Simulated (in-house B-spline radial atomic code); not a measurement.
**Ge⁴⁺: density, ELF and screening along the radius**

How do the shells of Ge⁴⁺ show in real space, and how much do the settings move them?

Method: several methods, spin-polarised, as named in each step; spherical all-electron atom at the radial basis limit. Code: in-house B-spline radial atomic code version 1.

## (1) What is computed

```
element       : germanium (Z = 32)
charge        : +4
electrons     : 28
configuration : [Ar] 3d10
nucleus       : point (non-relativistic runs) or finite (X2C runs)
```

The outer shells:

[Ar] 3d10
```
[Ar] core
3d [↑↓][↑↓][↑↓][↑↓][↑↓]
```

Where spins are not typed, each open shell is filled with up spins first.

## (2) LDA (VWN5), X2C

Settings, as recorded:

```ini
Z = 32
electrons = 28.0
configuration = [Ar] 3d10
hamiltonian = x2c
method = lda,vwn
spin_polarised = True
nucleus = fermi
rms_radius = 4.0742
mass_number = 74
atomic_mass = 73.92117776
speed_of_light = 137.035999084
```

Run with:

```
> python run_scf.py task.json out
```

The settings of every run stand in task.json; they run in order.

## (3) PBE, X2C

Settings: those of step 2 with these lines changed.

```diff
@@ -4,3 +4,3 @@
 hamiltonian = x2c
-method = lda,vwn
+method = pbe,pbe
 spin_polarised = True
```

## (4) Hartree-Fock, X2C

Settings: those of step 3 with these lines changed.

```diff
@@ -4,3 +4,3 @@
 hamiltonian = x2c
-method = pbe,pbe
+method = hf
 spin_polarised = True
```

## (5) AM05, X2C

Settings: those of step 4 with these lines changed.

```diff
@@ -4,3 +4,3 @@
 hamiltonian = x2c
-method = hf
+method = am05
 spin_polarised = True
```

## (6) B3LYP, X2C

Settings: those of step 5 with these lines changed.

```diff
@@ -4,3 +4,3 @@
 hamiltonian = x2c
-method = am05
+method = b3lyp
 spin_polarised = True
```

Before running: How large is the system in each run, where do the shell borders lie, and what is the highest level?

As calculated:

| run | total energy (hartree) | highest level (eV) | radius holding 50 / 90 / 99 % (bohr) | radius at n = 0.001 (bohr) | ELF minima on the full grid (bohr) |
| --- | --- | --- | --- | --- | --- |
| LDA (VWN5), X2C | -2091.6342 | -78.389 | 0.448 / 0.980 / 1.62 | 2.35 | 0.073, 0.30 |
| PBE, X2C | -2094.6596 | -78.026 | 0.448 / 0.978 / 1.62 | 2.35 | 0.073, 0.30 |
| Hartree-Fock, X2C | -2093.4619 | -92.399 | 0.449 / 0.969 / 1.58 | 2.30 | 0.073, 0.30 |
| AM05, X2C | -2091.8522 | -78.025 | 0.448 / 0.978 / 1.61 | 2.35 | 0.073, 0.30 |
| B3LYP, X2C | -2094.9899 | -81.295 | 0.448 / 0.977 / 1.61 | 2.35 | 0.073, 0.30 |

What this shows: In the first run ELF has 2 minima on the grid, which mark the borders between shells. On the record's full grid the screened charge (r times the electrostatic potential) falls from 31.9 near the nucleus to 4.00 at 2.5 bohr; far out it tends to the net charge, 4. The radius that holds 99 % of the electrons runs from 1.58 bohr (Hartree-Fock, X2C) to 1.62 bohr (PBE, X2C). The grid is coarse (about 19 % a step), so the places of minima are rough. For X2C runs ELF uses the non-relativistic kinetic energy density, and the fields carry no picture-change correction.
